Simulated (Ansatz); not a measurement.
# SiHCl2O (SMILES [O][SiH](Cl)Cl) at UHF/3-21G

Aim: the electronic atomisation energy of SiHCl2O at UHF/3-21G, from 5 runs. 

The calculation is run with Ansatz 0.2.0.

45 further runs of the same task are left out: 45 set aside as unsound or not needed.

### 1 The molecule

SiHCl2O has 5 atoms, charge 0, and is taken as a doublet. As SMILES, `[O][SiH](Cl)Cl`. Geometry: relaxed at PBE0-D4/def2-TZVP.

Bond lengths: O1–Si2 1.649 Å, Si2–Cl3 2.028 Å, Si2–Cl4 2.028 Å, Si2–H5 1.479 Å. Angles: O1–Si2–Cl3 111.9°, O1–Si2–Cl4 111.9°, Cl3–Si2–Cl4 108.4°, O1–Si2–H5 101.4°, Cl3–Si2–H5 111.6°, Cl4–Si2–H5 111.6°.

### 2 The energy at UHF/3-21G

File job.yaml:

```yaml
crystal:
  periodic: [false, false, false]
  atoms:
    - {symbol: O, position_ang: [0.092100, -0.719000, 1.517100]}
    - {symbol: Si, position_ang: [0.084300, -0.040000, 0.014900]}
    - {symbol: Cl, position_ang: [-0.523700, 1.894600, 0.060800]}
    - {symbol: Cl, position_ang: [-1.112100, -1.056100, -1.269800]}
    - {symbol: H, position_ang: [1.509200, -0.153100, -0.364300]}
basis:
  gaussian: {orbitals: 3-21G.json}
magnetization: {spin_polarized: true, initial_magnetization: 1}
hamiltonian: {xc: hf}
accuracy: high
output: {orbitals: {seedname: orbitals}}
```

The basis set 3-21G is read from a file made from the Basis Set Exchange's data (not shown).

The run is started by

```
$ ansatz run job.yaml --threads 1 --pin off --max-ram 3480MiB --events-out events.jsonl --progress --plain --runs-dir runs
```

The program printed:

```text
Warning: RAYON_NUM_THREADS=1 ignored (pool sized by the plan → 1); use --threads N
Functional definition: HF
  name "HF"
  exchange = exact_x
  correlation = 0
1077 factors; integrals over basis functions are off by at most 4.5e-9 eV
mean field evaluation 1: about -34743.2778 eV, gradient 2.9e1 eV
mean field evaluation 2: about -34743.2828 eV, gradient 2.9e1 eV
mean field evaluation 4: about -34750.1799 eV, gradient 7.1e0 eV
mean field evaluation 8: about -34751.1122 eV, gradient 5.5e-1 eV
mean field evaluation 16: about -34751.1403 eV, gradient 3.6e-8 eV
mean field evaluation 32: about -34750.9567 eV, gradient 1.5e-1 eV
mean field evaluation 64: about -34750.9356 eV, gradient 1.4e0 eV
mean field evaluation 96: about -34749.0089 eV, gradient 5.2e-1 eV
mean field -34751.14028193 eV, -1277.0808501919 hartree, gradient 2.0e-8 eV, S^2 0.754564; 2 other end points of the search recorded, 0 dependent functions left out
reference -34751.14028193 eV, -1277.0808501919 hartree; 29, 28 occupied and 21, 22 virtual orbitals, 1077 factors
Total energy: -34751.14028193 eV, -1277.0808501919 hartree
```

Wall time 0.9 s (1 thread of AMD EPYC 9R45 (Zen 5), shared host); peak memory 0.17 GiB.

### 3 The Cl atom at the same level

File job.yaml:

```yaml
crystal:
  periodic: [false, false, false]
  atoms:
    - symbol: Cl
      position_ang: [0.000000, 0.000000, 0.000000]
basis:
  gaussian: {orbitals: 3-21G.json}
accuracy: high
magnetization: {spin_polarized: true, initial_magnetization: 1}
total_charge: 0
hamiltonian: {xc: hf}
```

The basis set 3-21G is read from a file made from the Basis Set Exchange's data (not shown).

Run the same way, it converges to -457.27655 Eh (log not shown).

### 4 The H atom at the same level

File run.yaml:

```yaml
crystal:
  periodic: [false, false, false]
  atoms:
    - {symbol: H, position_ang: [0.000000, 0.000000, 0.000000]}
basis:
  gaussian: {orbitals: 3-21G.json}
magnetization: {spin_polarized: true, initial_magnetization: 1}
hamiltonian: {xc: hf}
accuracy: high
```

The basis set 3-21G is read from a file made from the Basis Set Exchange's data (not shown).

Run the same way, it converges to -0.49620 Eh (log not shown).

### 5 The O atom

File in.yaml:

```yaml
crystal:
  periodic: [false, false, false]
  atoms:
    - {symbol: O, position_ang: [0.000000, 0.000000, 0.000000]}
basis:
  gaussian:
    orbitals: 3-21G.json
magnetization:
  spin_polarized: true
  initial_magnetization: 2
hamiltonian:
  xc: hf
accuracy: high
```

The basis set 3-21G is read from a file made from the Basis Set Exchange's data (not shown).

Run the same way, it converges to -74.39366 Eh (log not shown).

### 6 The Si atom, same level

File run.yaml:

```yaml
crystal:
  periodic: [false, false, false]
  atoms:
    - symbol: Si
      position_ang: [0.000000, 0.000000, 0.000000]
basis:
  gaussian: {orbitals: 3-21G.json}
hamiltonian: {xc: hf}
accuracy: high
magnetization: {spin_polarized: true, initial_magnetization: 2}
```

The basis set 3-21G is read from a file made from the Basis Set Exchange's data (not shown).

The run is started by

```
$ ansatz run run.yaml --threads 1 --pin off --max-ram 3480MiB --events-out events.jsonl --progress --plain --runs-dir runs
```

The program printed:

```text
Warning: RAYON_NUM_THREADS=1 ignored (pool sized by the plan → 1); use --threads N
[... 4 set-up lines as earlier in the session ...]
78 factors; integrals over basis functions are off by at most 2.9e-9 eV
mean field evaluation 1: about -7818.9387 eV, gradient 2.7e0 eV
mean field evaluation 2: about -7818.9448 eV, gradient 2.7e0 eV
mean field evaluation 4: about -7819.0416 eV, gradient 1.1e-1 eV
mean field evaluation 8: about -7819.0403 eV, gradient 3.5e-8 eV
mean field evaluation 16: about -7819.0456 eV, gradient 1.7e-3 eV
mean field evaluation 32: about -7819.0403 eV, gradient 8.0e-3 eV
mean field -7819.04028989 eV, -287.3444307175 hartree, gradient 4.7e-8 eV, S^2 2.000009; 1 other end points of the search recorded, 0 dependent functions left out
reference -7819.04028989 eV, -287.3444307175 hartree; 8, 6 occupied and 5, 7 virtual orbitals, 78 factors
Total energy: -7819.04028989 eV, -287.3444307175 hartree
```

Run time: 0.04 s. Hardware: 1 thread of AMD EPYC 9R45 (Zen 5), shared host.

### 7 Outcome

Level: UHF/3-21G.

```
                                    quantity           value
                      molecule: total energy  -1277.08085 Eh
molecule: HOMO energy (highest over α and β)       -13.30 eV
 molecule: LUMO energy (lowest over α and β)         0.59 eV
                              molecule: ⟨S²⟩           0.755
                       Cl atom: total energy   -457.27655 Eh
                               Cl atom: ⟨S²⟩           0.750
                        H atom: total energy     -0.49620 Eh
                                H atom: ⟨S²⟩           0.750
                        O atom: total energy    -74.39366 Eh
                                O atom: ⟨S²⟩           2.001
                       Si atom: total energy   -287.34443 Eh
                               Si atom: ⟨S²⟩           2.000
               electronic atomisation energy        7.985 eV
```

What this shows: Taking the molecule apart into free atoms costs 7.99 eV (770 kJ/mol), before zero-point energy and without spin-orbit coupling. Hartree–Fock lacks the correlation of the bonding pairs, which as a rule makes this value much too low; in minimal bases other errors can mask that. The basis has no polarisation functions, which makes bonds too weak.
